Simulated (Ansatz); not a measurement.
# CH6GaNO: up Jacob's ladder to CCSD(T)

An exercise on one series of results from a longer session: the logs are not shown, and one member is left open.

The runs use Ansatz 0.2.0, Gaussian basis; functionals in def2-TZVPP, the program's frozen cores in correlated methods.

Levels to be run: PBE-D4, r2SCAN-D4, PBE0-D4, B3LYP-D4, ωB97X-V, ωB97M-V, B2PLYP; CCSD(T)/def2-TZVPP; MP2/def2-QZVPP; extrapolation to the limit.

## Structure used throughout

The geometry comes from an earlier relaxation with PBE0-D4 in a triple-zeta def2 set; it is a stationary point, not always the lowest conformer.

SMILES `N[CH2][GaH][OH]`, 10 atoms, charge 0, spin multiplicity 1.

Atoms are counted from 1 here; the program's logs count them from 0.

Bond lengths: N1–C2 1.463 Å, N1–H5 1.012 Å, N1–H6 1.012 Å, C2–Ga3 1.994 Å, C2–H7 1.095 Å, C2–H8 1.095 Å, Ga3–O4 1.796 Å, Ga3–H9 1.568 Å, O4–H10 0.959 Å. Angles: C2–N1–H5 111.0°, C2–N1–H6 111.0°, H5–N1–H6 106.2°, N1–C2–Ga3 117.1°, N1–C2–H7 108.6°, N1–C2–H8 108.6°, Ga3–C2–H7 108.6°, Ga3–C2–H8 108.7°, H7–C2–H8 104.5°, C2–Ga3–O4 121.5°, C2–Ga3–H9 125.6°, O4–Ga3–H9 112.9°, Ga3–O4–H10 114.6°.

As a file:

```mol
CH6GaNO
  3D, bonds by distance, orders not assigned

 10  9  0  0  0  0  0  0  0  0999 V2000
   -0.0568    1.8673    0.2074 N   0  0
    0.4792    0.5982   -0.2846 C   0  0
   -0.4707   -1.0660    0.2682 Ga  0  0
    0.0669   -2.6850   -0.2943 O   0  0
   -1.0155    1.9962   -0.0908 H   0  0
   -0.0699    1.8877    1.2194 H   0  0
    1.5277    0.5202    0.0209 H   0  0
    0.5149    0.6347   -1.3782 H   0  0
   -1.7268   -1.1315    1.2046 H   0  0
    0.8341   -2.6731   -0.8698 H   0  0
  1  2  8  0
  2  3  8  0
  3  4  8  0
  1  5  8  0
  1  6  8  0
  2  7  8  0
  2  8  8  0
  3  9  8  0
  4 10  8  0
M  END
```

The first run:

Input file in.yaml:

```yaml
crystal:
  periodic: [false, false, false]
  atoms:
    - {symbol: N, position_ang: [-0.056795, 1.867317, 0.207431]}
    - {symbol: C, position_ang: [0.479204, 0.598207, -0.284597]}
    - {symbol: Ga, position_ang: [-0.470718, -1.066018, 0.268244]}
    - {symbol: O, position_ang: [0.066910, -2.685002, -0.294316]}
    - {symbol: H, position_ang: [-1.015459, 1.996194, -0.090751]}
    - {symbol: H, position_ang: [-0.069919, 1.887668, 1.219365]}
    - {symbol: H, position_ang: [1.527737, 0.520227, 0.020873]}
    - {symbol: H, position_ang: [0.514894, 0.634692, -1.378232]}
    - {symbol: H, position_ang: [-1.726752, -1.131474, 1.204646]}
    - {symbol: H, position_ang: [0.834099, -2.673109, -0.869763]}
basis:
  gaussian: {orbitals: def2-TZVPP}
hamiltonian: {xc: pbe, dispersion: d4}
output: {forces: true, orbitals: {seedname: orbitals}}
```

Launch:

```bash
$ ansatz run in.yaml --threads 4 --pin off --events-out ev --progress --plain --max-ram 10444MiB
```

Steps of the session up to this table: PBE-D4 (GGA); r2SCAN-D4 (meta-GGA); PBE0-D4 (hybrid); B3LYP-D4 (hybrid); ωB97X-V (range-separated); ωB97M-V (range-separated); B2PLYP (double hybrid); CCSD(T) in def2-TZVPP; MP2 in def2-QZVPP.

One of the session's tables, all rows but one given; the rest of the session is left out.

```
            method  atomisation energy (kcal/mol)
            PBE-D4                          809.5
         r2SCAN-D4                          794.3
           PBE0-D4                          791.1
          B3LYP-D4                          792.9
           ωB97X-V                          797.7
           ωB97M-V                          795.5
            B2PLYP                          786.1
     HF/def2-TZVPP                          544.2
    MP2/def2-TZVPP                          788.2
   CCSD/def2-TZVPP                          764.2
CCSD(T)/def2-TZVPP                          776.7
           MP2/CBS                              ?
       CCSD(T)/CBS                          798.4
```

Q: Estimate the row for MP2/CBS from the others.

**Answer.** atomisation energy (kcal/mol): 809.9. In the column «atomisation energy (kcal/mol)» it is the highest.

Caveats from the session: Free atoms (1 N, 1 C, 1 Ga, 1 O, 6 H) were run apart at each level; the atomisation energy is their sum less the molecule, without zero-point or spin-orbit terms.
